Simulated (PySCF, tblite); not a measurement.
# Ge₂H₈NSi radical: geometry, infrared bands and EPR parameters

What infrared bands and EPR parameters should Ge₂H₈NSi radical (`[NH][GeH2][GeH2][SiH3]`) show?

Programs: tblite 0.8.0 and PySCF 2.14.0, with density-fitted response routines of our own. Each step states its level of theory. These are calculated values for one molecule in the gas phase, unless marked as measured. Atoms count from 0, in the outputs and in this text.

## 1. The starting structure

12 atoms, charge 0, multiplicity 2; geometry from: force field or distance geometry start.

Bonds of the start (Å): N0–Ge1 1.87, Ge1–Ge2 2.39, Ge2–Si3 2.33, N0–H4 1.04, Ge1–H5 1.56, Ge1–H6 1.56, Ge2–H7 1.54, Ge2–H8 1.55, Si3–H9 1.46, Si3–H10 1.45, Si3–H11 1.49.

## 2. Geometry optimisation with GFN2-xTB

What the job is given:

```
{"job": {"kind": "relax", "xc": "GFN2-xTB", "basis": "xTB"}, "charge": 0, "multiplicity": 2}
N      2.588400     0.954100     0.454200
Ge     1.420300    -0.476900     0.763800
Ge    -0.275500    -0.575600    -0.912200
Si    -2.043800     0.679600    -0.063000
H      3.057500     0.854400    -0.469400
H      2.184600    -1.825700     0.887100
H      0.693700    -0.261500     2.128500
H     -0.678800    -2.047200    -1.080400
H      0.225900    -0.027100    -2.268400
H     -3.319300     0.316300    -0.672100
H     -1.691100     2.077200    -0.179100
H     -2.160700     0.331700     1.384900
```

Launch:

```sh
> OMP_NUM_THREADS=1 python probes_run.py task.json out
```

The driver reads the jobs from task.json and runs them one after another.

**Question.** This job is followed by: GFN2-xTB harmonic vibrations, gas phase; UKS B3LYP, def2-TZVP-core on Ge, pcH-1 on H N Si, non-relativistic, mean-field spin-orbit, GIAO. Predict these results of the whole session: strongest single infrared mode (GFN2-xTB); zero-point energy (GFN2-xTB); g(iso) (B3LYP); ⟨S²⟩; largest a(iso) (averaged by class); surface potential, 1st and 99th percentile.

**Answer**, as computed:

```
                                 quantity                 value
strongest single infrared mode (GFN2-xTB)  742 cm⁻¹, 640 km/mol
             zero-point energy (GFN2-xTB)         39.5 kcal/mol
                           g(iso) (B3LYP)               2.00670
                                     ⟨S²⟩    0.757 (exact 0.75)
       largest a(iso) (averaged by class)   1H on H4, -50.5 MHz
    surface potential, 1st and 99th percentile    -1.48 V and 1.47 V
```

In words: The optimisation took 121 steps and gained 0.448 eV; among the close pairs (by a distance rule), N0–Ge1 changed most, from 1.873 to 1.722 Å. No mode is imaginary among the 30: a minimum at this level. The strongest single mode, at 742 cm⁻¹, is spread over several atoms, H10, H11, H9 among them. GFN2-xTB is a fitted tight-binding method: band positions and strengths are rough. Its intensities can rank the bands wrongly. N0 carries the largest spin population, 0.87 e. The isotropic g lies 4.4 ppt above the free-electron value. The hyperfine terms hold no scalar relativity, which the heavier nuclei need.
